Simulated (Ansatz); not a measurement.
## Zr, space group P6_3/mmc: a calculation of the elastic constants

Computed with the Python package of Ansatz (0.2.0).

Input file `zr.cif`:
```cif
data_Zr
_cell_length_a 3.232000
_cell_length_b 3.232000
_cell_length_c 5.147000
_cell_angle_alpha 90.00000
_cell_angle_beta 90.00000
_cell_angle_gamma 120.00000
_symmetry_space_group_name_H-M 'P 1'
_symmetry_Int_Tables_number 1
loop_
_symmetry_equiv_pos_as_xyz
'x, y, z'
loop_
_atom_site_label
_atom_site_type_symbol
_atom_site_fract_x
_atom_site_fract_y
_atom_site_fract_z
Zr1 Zr    0.333333    0.666667    0.250000
Zr2 Zr    0.666667    0.333333    0.750000
```

`run_elastic.py`
```python
"""Stiffness tensor and moduli of Zr."""

from dataclasses import replace
import warnings

import ansatz as az
from ase.io import read
import numpy as np


def main() -> None:
    warnings.simplefilter("ignore", az.DeckWarning)

    atoms = read("zr.cif")
    system = az.Crystal.from_ase(atoms)

    calculation = system.calculation()
    calculation = calculation.occupations("methfessel_paxton", width=0.1).basis(450)
    calculation = calculation.functional("PBEsol").kpoints(15, 15, 9)
    # relax, then strain
    rest = calculation.relax(cell=True).run(threads=1, pin="off").lattice
    relaxed = az.Crystal(lattice=az.Lattice.of(rest.cell_ang))
    for site in rest.sites:
        relaxed = relaxed.atom(site.symbol, site.position_frac)
    calculation = replace(calculation, crystal=relaxed)
    print("relaxed volume {:.3f} A^3".format(abs(np.linalg.det(rest.cell_ang))))
    outcome = calculation.elastic("relaxed_ion").run(threads=1, pin="off")
    elastic = outcome.elastic

    C = np.asarray(elastic.c_gpa)
    for i in range(6):
        for j in range(i, 6):
            if abs(C[i, j]) > 0.05:
                print(f"C{i + 1}{j + 1} = {C[i, j]:.1f} GPa")
    print("smallest eigenvalue of C:", round(elastic.stability.min_eigenvalue_gpa, 1), "GPa; tensor positive definite:", elastic.stability.min_eigenvalue_gpa > 0)
    # averaged moduli need a positive definite tensor
    if elastic.stability.min_eigenvalue_gpa > 0:
        m = elastic.moduli
        anisotropy = 5 * m.g_voigt_gpa / m.g_reuss_gpa + m.k_voigt_gpa / m.k_reuss_gpa - 6
        print(f"Voigt K {m.k_voigt_gpa:.1f} G {m.g_voigt_gpa:.1f}; Reuss K {m.k_reuss_gpa:.1f} G {m.g_reuss_gpa:.1f}; universal anisotropy index {anisotropy:.3f}")


if __name__ == "__main__":
    main()
```

```console
$ python run_elastic.py
relaxed volume 44.961 A^3
C11 = 157.5 GPa
C12 = 62.4 GPa
C13 = 70.2 GPa
C22 = 157.5 GPa
C23 = 70.2 GPa
C33 = 186.0 GPa
C44 = 21.2 GPa
C55 = 21.2 GPa
C66 = 47.6 GPa
smallest eigenvalue of C: 21.2 GPa; tensor positive definite: True
Voigt K 100.8 G 37.9; Reuss K 99.8 G 32.1; universal anisotropy index 0.913
```

What to keep in mind:
- A positive definite tensor excludes instabilities under uniform strain alone; phonons elsewhere in the zone can still be imaginary.
- Shear constants of a metal converge slowly with the k-point mesh and can be wrong in sign on a coarse one; the constants belong to the cell that was strained.
- Timing: 5.2 min on 1 thread of Arm Neoverse V2, with other jobs on the host, peak memory 0.78 GiB.

(A comment or docstring line of the script was reworded after the run, the code is as it ran.)
